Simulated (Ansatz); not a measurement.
# CHFGa+ (quintet): the correlation ladder, cc-pVTZ

An exercise on one series of results from a longer session: the logs are not shown, and one member is left open.

Computed with Ansatz 0.2.0, Gaussian basis. Level: cc-pVTZ, core rule «outside noble gas», up to 16 orbitals frozen.

The runs, in order: UHF; CCSD(T) on ROHF; CCSD(T) on UHF; BCCD(T) on ROHF; CCSDT(Q) on ROHF; CCSDT(Q) on UHF.

6 further runs of the same task are left out: 1 for a known fault of the program, 5 set aside as unsound or not needed. Runs told in other sessions of the task aren't counted.

## What is computed

The geometry is a PBE0/def2-TZVP stationary point (not a proven minimum) of the parent state, kept for this charge and spin. No spin-orbit coupling is included. The filled d shell of Ga may be among the frozen orbitals whatever the setting's name suggests.

4 atoms, charge 1, spin multiplicity 5.

Atoms are counted from 1 here; the program's logs count them from 0.

Bond lengths: C1–Ga2 1.933 Å, Ga2–F3 1.750 Å, Ga2–H4 1.548 Å. Angles: C1–Ga2–F3 114.3°, C1–Ga2–H4 126.5°, F3–Ga2–H4 119.1°.

Set-up of the first run:

File in.yaml:

```yaml
crystal:
  periodic: [false, false, false]
  atoms:
    - {symbol: C, position_ang: [0.000000, -0.853315, 1.664130]}
    - {symbol: Ga, position_ang: [0.000000, 0.280570, 0.099192]}
    - {symbol: F, position_ang: [0.000000, -0.587217, -1.420473]}
    - {symbol: H, position_ang: [0.000000, 1.828378, 0.082706]}
basis:
  gaussian: {orbitals: cc-pVTZ}
total_charge: 1
magnetization: {spin_polarized: true, initial_magnetization: 4}
hamiltonian: {xc: hf}
output: {orbitals: {seedname: orbitals}}
```

Run with:

```sh
ansatz run in.yaml --threads 1 --pin off --events-out ev --progress --plain --max-ram 2816MiB --backend cpu
```

Among the steps run: UHF; CCSD(T) on ROHF; CCSD(T) on UHF; BCCD(T) on ROHF; CCSDT(Q) on ROHF; CCSDT(Q) on UHF.

One table of the session follows, with a row left open; its other results are not shown here.

```
   method  from RCCSDT(Q) (kJ/mol)
     RMP2                    +92.9
     UMP2                    +89.7
    RCCSD                    +47.7
    UCCSD                    +46.3
 RCCSD(T)                        ?
 UCCSD(T)                     +4.5
  BCCD(T)                     +5.0
   RCCSDT                     +0.9
   UCCSDT                     +0.1
RCCSDT(Q)                        0
UCCSDT(Q)                     -3.1
```

Q: Estimate the row for RCCSD(T) from the others.

As computed: from RCCSDT(Q) (kJ/mol): +5.7. In the column «from RCCSDT(Q) (kJ/mol)» it lies between BCCD(T) (+5.0) and UCCSD (+46.3).

Left out of the table: ROHF, UHF (another determinant or state than the rows shown).

Limits of these values: Warnings: coupled cluster took another determinant than the lowest; large T1 diagnostic. Restricted and unrestricted rows rest on different reference determinants; a gap between their highest levels can come from leftover correlation error, from unlike frozen cores or from another state.
